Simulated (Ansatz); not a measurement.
# C₃H₉BO₃: small, medium and large basis sets

Aim: see how fast density functionals converge with the basis set for C₃H₉BO₃.

The runs use Ansatz 0.2.0, Gaussian basis; one geometry, several basis sets.

The runs, in order: PBE0-D4/def2-SVP; ωB97M-V/def2-SVP; PBE0-D4/def2-QZVPP; ωB97M-V/def2-QZVPP; the functionals' def2-TZVPP values are taken from earlier runs.

### 1 The relaxed structure

The geometry comes from an earlier relaxation with PBE0-D4 in a triple-zeta def2 set; it is a stationary point, not always the lowest conformer.

16 atoms, charge 0, spin multiplicity 1.

Atoms are counted from 1 here; the program's logs count them from 0.

Bond lengths: C1–C2 1.513 Å, C1–H8 1.092 Å, C1–H9 1.093 Å, C1–H10 1.092 Å, C2–C3 1.513 Å, C2–O4 1.427 Å, C2–H11 1.094 Å, C3–H12 1.092 Å, C3–H13 1.093 Å, C3–H14 1.092 Å, O4–B5 1.359 Å, B5–O6 1.370 Å, B5–O7 1.367 Å, O6–H15 0.960 Å, O7–H16 0.959 Å. Angles: C2–C1–H8 110.5°, C2–C1–H9 110.3°, C2–C1–H10 110.7°, H8–C1–H9 108.4°, H8–C1–H10 108.3°, H9–C1–H10 108.4°, C1–C2–C3 112.6°, C1–C2–O4 108.4°, C1–C2–H11 109.4°, C3–C2–O4 108.3°, C3–C2–H11 109.4°, O4–C2–H11 108.7°, C2–C3–H12 110.6°, C2–C3–H13 110.3°, C2–C3–H14 110.7°, H12–C3–H13 108.4°, H12–C3–H14 108.3°, H13–C3–H14 108.4° and more.

### 2 PBE0-D4 in def2-SVP

The input, in.yaml:

```yaml
crystal:
  periodic: [false, false, false]
  atoms:
    - {symbol: C, position_ang: [0.860270, 0.360683, 1.611695]}
    - {symbol: C, position_ang: [0.161724, -0.371197, 0.486250]}
    - {symbol: C, position_ang: [0.877136, -1.643693, 0.087385]}
    - {symbol: O, position_ang: [0.113578, 0.491851, -0.649445]}
    - {symbol: B, position_ang: [-1.055817, 0.909568, -1.200727]}
    - {symbol: O, position_ang: [-1.026455, 1.738879, -2.291094]}
    - {symbol: O, position_ang: [-2.263810, 0.520591, -0.691800]}
    - {symbol: H, position_ang: [0.918616, -0.270376, 2.501449]}
    - {symbol: H, position_ang: [1.875827, 0.633915, 1.314326]}
    - {symbol: H, position_ang: [0.320261, 1.272811, 1.872724]}
    - {symbol: H, position_ang: [-0.862382, -0.610208, 0.789327]}
    - {symbol: H, position_ang: [0.935891, -2.331970, 0.933624]}
    - {symbol: H, position_ang: [1.893136, -1.419297, -0.247017]}
    - {symbol: H, position_ang: [0.349105, -2.144491, -0.726307]}
    - {symbol: H, position_ang: [-0.127275, 1.942705, -2.557173]}
    - {symbol: H, position_ang: [-2.992605, 0.897529, -1.189016]}
basis:
  gaussian: {orbitals: def2-SVP}
hamiltonian: {xc: pbe0, dispersion: d4}
output: {orbitals: {seedname: orbitals}}
```

The run is started by

```bash
> ansatz run in.yaml --threads 4 --pin off --events-out ev --progress --plain --max-ram 11315MiB
```

After this run come: ωB97M-V in def2-SVP; PBE0-D4 in def2-QZVPP; ωB97M-V in def2-QZVPP.

Q: Predict the results of all the runs planned. Wanted: PBE0-D4: double and triple zeta above quadruple; ωB97M-V: double and triple zeta above quadruple.

**Answer**, as computed:

| quantity | value |
| --- | --- |
| PBE0-D4: double and triple zeta above quadruple | 12.18, 0.58 eV |
| ωB97M-V: double and triple zeta above quadruple | 12.56, 0.55 eV |

What this shows: PBE0-D4 gains 11.61 eV from double to triple zeta, then 0.58 eV more. Total energies overstate the basis error of differences, where much of it tends to cancel. The LUMO of ωB97M-V is positive and keeps falling with the basis (3.27 to 1.60 eV): an unbound level that the basis holds in place.
